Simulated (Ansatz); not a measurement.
# Si₂GeH (quartet): the correlation ladder at a displaced geometry (v2), cc-pVDZ

The task here is to estimate one member of a computed series from the others.

Computed with Ansatz 0.2.0, Gaussian basis. Level: cc-pVDZ, core rule «outside noble gas», up to 24 orbitals frozen.

The runs, in order: UHF; CCSD(T) on ROHF; CCSD(T) on UHF; BCCD(T) on ROHF; CISD; CCSDT(Q) on ROHF; CCSDT(Q) on UHF.

31 further runs of the same task are left out: 19 that didn't finish, 12 set aside as unsound or not needed.

**What is computed**

The geometry is a PBE0/def2-TZVP stationary point (not a proven minimum) with its atoms shifted at random (size 0.100 Å). No spin-orbit coupling is included. The filled d shell of Ge may be among the frozen orbitals whatever the setting's name suggests; the logs give the count.

4 atoms, charge 0, spin multiplicity 4.

Atoms are counted from 1 here; the program's logs count them from 0.

Bond lengths: Ge1–Si2 2.336 Å, Si2–Si3 2.251 Å, Si3–H4 1.628 Å. Angles: Ge1–Si2–Si3 168.3°, Si2–Si3–H4 50.6°.

The first run:

in.yaml

```yaml
crystal:
  periodic: [false, false, false]
  atoms:
    - {symbol: Ge, position_ang: [0.064589, -0.224460, 2.576720]}
    - {symbol: Si, position_ang: [-0.100314, -0.437299, 0.256115]}
    - {symbol: Si, position_ang: [-0.023656, -0.249727, -1.985556]}
    - {symbol: H, position_ang: [0.059381, 0.911486, -0.847279]}
basis:
  gaussian: {orbitals: cc-pVDZ}
magnetization: {spin_polarized: true, initial_magnetization: 3}
hamiltonian: {xc: hf}
output: {orbitals: {seedname: orbitals}}
```

On the command line:

```sh
ansatz run in.yaml --threads 1 --pin off --events-out ev --progress --plain --max-ram 2393MiB
```

Among the steps run: UHF; CCSD(T) on ROHF; CCSD(T) on UHF; BCCD(T) on ROHF; CISD; CCSDT(Q) on ROHF; CCSDT(Q) on UHF.

One of the session's tables, all rows but one given; the rest of the session is left out.

| method | from RCCSDT(Q) (meV) |
| --- | --- |
| ROHF | +7682.5 |
| UHF | +7482.4 |
| RMP2 | +1592.3 |
| UMP2 | +1645.0 |
| CISD | +1308.8 |
| RCCSD | +468.1 |
| UCCSD | ? |
| RCCSD(T) | +94.7 |
| UCCSD(T) | +93.3 |
| BCCD(T) | +94.0 |
| RCCSDT | +32.6 |
| UCCSDT | +27.8 |
| RCCSDT(Q) | 0 |
| UCCSDT(Q) | -6.2 |

Q: Estimate the row for UCCSD from the others.

The run gave: from RCCSDT(Q) (meV): +457.8. In the column «from RCCSDT(Q) (meV)» it lies between RCCSD(T) (+94.7) and RCCSD (+468.1).

To keep in mind: Restricted and unrestricted rows rest on different reference determinants; where their highest levels disagree by more than a few hundredths of an eV, they describe different states and don't form one ladder.
